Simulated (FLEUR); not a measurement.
# TaVN2 (P4/mmm) in FLEUR: notebook

One crystal, TaVN2, is run at these levels: LDA; tasks: equation of state.

Program: FLEUR MaX-R8.1 (later development tree). These are calculated values, not measurements. Logs are shortened: lines on timing, memory, paths and dates and some standing lists are left out, and cuts for length are marked.

## (1) The undisturbed crystal

It takes space group P4/mmm (No. 123, tetragonal). Conventional cell: a = 3.050 Å, b = 3.050 Å, c = 4.296 Å, α = 90.00°, β = 90.00°, γ = 90.00°. Ta (site symmetry 4/mmm) is surrounded by 6 N at 2.15 to 2.16 Å. V (site symmetry 4/mmm) has 6 N at 2.15 to 2.16 Å as nearest neighbours. Around N (site symmetry 4/mmm) lie 2 V at 2.15 Å and 4 Ta at 2.16 Å. N (site symmetry 4/mmm) is surrounded by 2 Ta at 2.15 Å and 4 V at 2.16 Å.

The cell comes from a database or a generator and needn't be the stable form of this composition.

## (2) Equation of state, LDA, collinear spin, ferromagnetic start, 9.39 Å³/atom (volume scaled by 0.94)

inp.xml

```xml
<?xml version="1.0" encoding="UTF-8" standalone="no"?>
<fleurInput fleurInputVersion="0.39">
   <comment>
      TaVN2                                                                                               
   </comment>
   <calculationSetup>
      <cutoffs Kmax="5.18" Gmax="16.1" GmaxXC="16.1" numbands="0"/>
      <scfLoop itmax="60" minDistance="0.00001" maxIterBroyd="15" imix="Anderson" alpha="0.05" precondParam="0.0" spinf="2.0" sdNocoIR="T"/>
      <coreElectrons ctail="T" frcor="F" kcrel="0" coretail_lmax="0"/>
      <xcFunctional name="vwn" relativisticCorrections="F"/>
      <magnetism jspins="2"/>
      <soc l_soc="F" theta="0.0" phi="0.0" spav="F"/>
      <expertModes spex="0" secvar="F"/>
      <geometryOptimization l_f="F" forcealpha="1.0" forcemix="BFGS" epsdisp="0.00001" epsforce="0.00001"/>
      <ldaU l_linMix="F" mixParam="0.05" spinf="1.0"/>
   </calculationSetup>
   <cell>
      <bzIntegration valenceElectrons="50.0" mode="hist" fermiSmearingEnergy="0.00183747">
         <kPointListSelection listName="default-1"/>
         <!-- k-points included here -->
         <xi:include xmlns:xi="http://www.w3.org/2001/XInclude" href="kpts.xml"> </xi:include>
      </bzIntegration>
      <!-- symmetry operations included here -->
      <xi:include xmlns:xi="http://www.w3.org/2001/XInclude" href="sym.xml"> </xi:include>
      <bulkLattice scale="0.9795861087">
         <bravaisMatrix>
            <row-1>    5.7634133464554278     0.0000000000000000     0.0000000000000000</row-1>
            <row-2>    0.0000000000000000     5.7634133464554278     0.0000000000000000</row-2>
            <row-3>    0.0000000000000000     0.0000000000000000     8.1183805943013247</row-3>
         </bravaisMatrix>
      </bulkLattice>
   </cell>
   <atomSpecies>
      <species name="Tantalum (Ta)" element="Ta" atomicNumber="73">
[... 31 lines left out ...]
         <mtSphere radius="1.39" gridPoints="477" logIncrement="0.022"/>
         <atomicCutoffs lmax="8" lnonsphr="8"/>
         <electronConfig flipSpins="F">
            <coreConfig>(1s1/2)</coreConfig>
            <valenceConfig>(2s1/2) (2p1/2) (2p3/2)</valenceConfig>
            <stateOccupation state="(2p1/2)" spinUp="0.500000" spinDown="0.500000"/>
            <stateOccupation state="(2p3/2)" spinUp="1.000000" spinDown="1.000000"/>
         </electronConfig>
         <energyParameters s="2" p="2" d="3" f="4"/>
         <lo type="SCLO" l="0" n="2" eDeriv="2"/>
         <lo type="SCLO" l="1" n="2" eDeriv="2"/>
         <lo type="SCLO" l="2" n="3" eDeriv="2"/>
      </species>
   </atomSpecies>
   <atomGroups>
      <atomGroup species="Tantalum (Ta)">
         <relPos label="                   1">.0000000000 .0000000000 .0000000000</relPos>
         <force calculate="T" relaxXYZ="TTT"/>
      </atomGroup>
      <atomGroup species="Vanadium (2.002">
         <relPos label="                   2">1.000/2.000 1.000/2.000 1.000/2.000</relPos>
         <force calculate="T" relaxXYZ="TTT"/>
      </atomGroup>
      <atomGroup species="Nitrogen (N)">
         <relPos label="                   3">1.000/2.000 1.000/2.000 .0000000000</relPos>
         <force calculate="T" relaxXYZ="TTT"/>
      </atomGroup>
      <atomGroup species="Nitrogen (N)">
         <relPos label="                   4">.0000000000 .0000000000 1.000/2.000</relPos>
         <force calculate="T" relaxXYZ="TTT"/>
      </atomGroup>
   </atomGroups>
   <output dos="F" band="F" slice="F">
      <checks vchk="F" cdinf="F"/>
      <bandDOS minEnergy="-.5*Htr" maxEnergy="0.5*Htr" sigma="0.015" storeEVData="T"/>
      <vacuumDOS vacdos="F" integ="F" star="F" nstars="0" locx1="0.0" locy1="0.0" locx2="0.0" locy2="0.0" nstm="0" tworkf="0.0"/>
      <unfoldingBand unfoldBand="F" supercellX="1" supercellY="1" supercellZ="1"/>
      <plotting iplot="0" polar="F">
         <plot TwoD="T" vec1="  1.0  0.0  0.0" vec2="  0.0  1.0  0.0" vec3="  0.0  0.0  1.0" zero="  0.0  0.0  0.0" file="plot"/>
      </plotting>
      <chargeDensitySlicing numkpt="0" minEigenval="0.0" maxEigenval="0.0" nnne="0" pallst="F"/>
      <specialOutput eonly="F"/>
      <moessbauerParams electricFieldGradient="T" isomerShift="T" coreHyperfine="T" valenceHyperfine="T"/>
      <magneticCircularDichroism mcd="F" energyLo="-10.0" energyUp="0.0"/>
   </output>
  <!-- We include the file relax.xml here to enable relaxations (see documentation) -->
  <xi:include xmlns:xi="http://www.w3.org/2001/XInclude" href="relax.xml"> <xi:fallback/> </xi:include>
</fleurInput>
```

Potentials or basis: all-electron, FLAPW.

The run is started by

```sh
$ inpgen -f crystal.txt -profile fastHighL
$ # inp.xml edited to the form shown
$ fleur_MPI
```

The program printed:

```text
Welcome to FLEUR        (www.flapw.de)
      MaX-Release 8.1          (www.max-centre.eu)

 ========== k-point set info ==========
 Selected k-point list: default-1
 k-point list type: mesh
 9 x 9 x 6
 Number of k points: 60

 ------------Calculation Setup---------------------------
 Number of MPI-tasks      :            1
 Number of PE/node        :            1
 Number of OMP-threads    :            1
 Most efficient MPI parallelization for:
           1           2           3           4           5           6          10          12          15          20          30          60
 Additional eigenvalue parallelization possible
 Number of basis functions:          753
 Approximate size of matrices (H+S) per k-point:         0.008 GB
 --------------------------------------------------------
 Iteration:     1   Distance:      29.72046416 me/bohr^3
 Iteration:     2   Distance:      24.98870809 me/bohr^3
 Iteration:     3   Distance:      10.13847356 me/bohr^3
 Iteration:     4   Distance:       7.92749735 me/bohr^3
 Iteration:     5   Distance:       7.07268939 me/bohr^3
 Iteration:     6   Distance:       4.65913879 me/bohr^3
 Iteration:     7   Distance:       3.82095781 me/bohr^3
 Iteration:     8   Distance:       2.34953700 me/bohr^3
 Iteration:     9   Distance:       2.83433256 me/bohr^3
 Iteration:    10   Distance:       2.60444801 me/bohr^3
[... 32 lines left out ...]
 Iteration:    43   Distance:       0.00012654 me/bohr^3
 Iteration:    44   Distance:       0.00012451 me/bohr^3
 Iteration:    45   Distance:       0.00011426 me/bohr^3
 Iteration:    46   Distance:       0.00009503 me/bohr^3
 Iteration:    47   Distance:       0.00007984 me/bohr^3
 Iteration:    48   Distance:       0.00006910 me/bohr^3
 Iteration:    49   Distance:       0.00005600 me/bohr^3
 Iteration:    50   Distance:       0.00004454 me/bohr^3
 Iteration:    51   Distance:       0.00001907 me/bohr^3
 Iteration:    52   Distance:       0.00000763 me/bohr^3

 ********************************************************************
 Run finished successfully
 Stop message:
   all done
 ********************************************************************
```

Run time: 23 min. Hardware: 1 thread of Arm Neoverse V2, shared host; peak memory 0.13 GiB.

What came out:

```yaml
Free_energy: -453704.2826 eV
Band_gap_on_the_k_mesh: none (metal or under the smearing width)
Net_moment: 0.00 μB per cell
Valence_electrons_inside_the_program's_atomic_spheres: Ta 24.23; V 11.47; N 3.32, 3.28 (radii Ta 2.25, V 2.25, N 1.39 bohr)
```

## (3) Equation of state, LDA, collinear spin, ferromagnetic start, 9.59 Å³/atom (volume scaled by 0.96)

Changes to inp.xml since step 2:

```diff
@@ -24,3 +24,3 @@
       <xi:include xmlns:xi="http://www.w3.org/2001/XInclude" href="sym.xml"> </xi:include>
-      <bulkLattice scale="0.9795861087">
+      <bulkLattice scale="0.9864848297">
          <bravaisMatrix>
```

Potentials or basis: all-electron, FLAPW.

The run is started by

```sh
$ inpgen -f crystal.txt -profile fastHighL
$ # inp.xml edited to the form shown
$ fleur_MPI
```

Run time: 25 min. Hardware: 1 thread of Arm Neoverse V2, shared host; peak memory 0.13 GiB.

It converged, with:

```yaml
Free_energy: -453704.2654 eV
Band_gap_on_the_k_mesh: none (metal or under the smearing width)
Net_moment: 0.00 μB per cell
Valence_electrons_inside_the_program's_atomic_spheres: Ta 24.19; V 11.43; N 3.31, 3.26 (radii Ta 2.25, V 2.25, N 1.39 bohr)
```
